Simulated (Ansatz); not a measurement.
# CH6OSSi2: up Jacob's ladder to CCSD(T)

How much do the methods differ for CH6OSSi2? The plan is to run it at one geometry with functionals of several rungs and with coupled cluster, and see how far each lands from CCSD(T) at the basis-set limit for the atomisation energy.

The runs use Ansatz 0.2.0, Gaussian basis; functionals in def2-TZVPP, the program's frozen cores in correlated methods.

Levels to be run: PBE-D4, r2SCAN-D4, PBE0-D4, B3LYP-D4, ωB97X-V, ωB97M-V, B2PLYP; CCSD(T)/def2-TZVPP; MP2/def2-QZVPP; extrapolation to the limit.

## (1) The relaxed structure

All runs share one geometry, relaxed beforehand with PBE0-D4 in a triple-zeta def2 set.

SMILES `OC1([SiH3])[SiH2]S1`, 11 atoms, charge 0, spin multiplicity 1.

Atoms are counted from 1 here; the program's logs count them from 0.

Bond lengths: O1–C2 1.387 Å, O1–H6 0.964 Å, C2–Si3 1.879 Å, C2–Si4 1.861 Å, C2–S5 1.910 Å, Si3–H7 1.487 Å, Si3–H8 1.484 Å, Si3–H9 1.485 Å, Si4–S5 2.087 Å, Si4–H10 1.482 Å, Si4–H11 1.480 Å. Angles: C2–O1–H6 110.0°, O1–C2–Si3 111.8°, O1–C2–Si4 123.2°, O1–C2–S5 115.9°, Si3–C2–Si4 119.9°, Si3–C2–S5 109.7°, Si4–C2–S5 67.2°, C2–Si3–H7 109.7°, C2–Si3–H8 107.3°, C2–Si3–H9 110.4°, H7–Si3–H8 109.6°, H7–Si3–H9 109.6°, H8–Si3–H9 110.2°, C2–Si4–S5 57.5°, C2–Si4–H10 115.7°, C2–Si4–H11 122.4°, S5–Si4–H10 117.4°, S5–Si4–H11 119.9° and more.

## (2) PBE-D4 (GGA)

Input file in.yaml:

```yaml
crystal:
  periodic: [false, false, false]
  atoms:
    - {symbol: O, position_ang: [0.529751, 1.565637, 0.769310]}
    - {symbol: C, position_ang: [-0.010963, 0.435311, 0.174693]}
    - {symbol: Si, position_ang: [0.223113, -1.093396, 1.241163]}
    - {symbol: Si, position_ang: [-0.234588, 0.259367, -1.664818]}
    - {symbol: S, position_ang: [-1.838498, 0.569461, -0.365508]}
    - {symbol: H, position_ang: [0.414724, 2.328806, 0.192354]}
    - {symbol: H, position_ang: [1.663369, -1.258226, 1.572981]}
    - {symbol: H, position_ang: [-0.240643, -2.259422, 0.448407]}
    - {symbol: H, position_ang: [-0.565601, -0.977740, 2.493753]}
    - {symbol: H, position_ang: [0.215456, 1.411980, -2.480341]}
    - {symbol: H, position_ang: [-0.090721, -1.038779, -2.361395]}
basis:
  gaussian: {orbitals: def2-TZVPP}
hamiltonian: {xc: pbe, dispersion: d4}
output: {forces: true, orbitals: {seedname: orbitals}}
```

On the command line:

```
$ ansatz run in.yaml --threads 4 --pin off --events-out ev --progress --plain --max-ram 10444MiB
```

The runs that follow: r2SCAN-D4 (meta-GGA); PBE0-D4 (hybrid); B3LYP-D4 (hybrid); ωB97X-V (range-separated); ωB97M-V (range-separated); B2PLYP (double hybrid); CCSD(T) in def2-TZVPP; MP2 in def2-QZVPP.

Q: Predict the results of all the runs planned. Wanted: atomisation energy, CCSD(T)/CBS; farthest; mean size of error, hybrid; mean size of error, range-separated; gap, smallest and largest; T1 diagnostic; triples share of the correlation energy.

**Answer**, as computed:

| quantity | value |
| --- | --- |
| atomisation energy, CCSD(T)/CBS | 37.543 eV |
| functionals within 0.188 eV (0.5 %) | r2SCAN-D4, PBE0-D4, ωB97M-V |
| farthest | B2PLYP (-0.738 eV) |
| mean size of error, hybrid | 0.219 eV |
| mean size of error, range-separated | 0.154 eV |
| gap, smallest and largest | 4.40 eV (PBE-D4), 10.65 eV (ωB97X-V) |
| T1 diagnostic | 0.0139 |
| triples share of the correlation energy | 4.4 % |

What this shows: PBE-D4 misses by +0.481 eV. Double hybrids carry the basis error of their MP2 part in triple zeta, and no dispersion term here, so their miss is partly the set-up's. Misses under about 0.188 eV are within the doubt on the reference itself, which lacks core-valence correlation, relativity and higher excitations. Hartree-Fock recovers 70 % of the binding; the rest is correlation. Orbital gaps span 4.4 to 10.7 eV; exact exchange widens them.
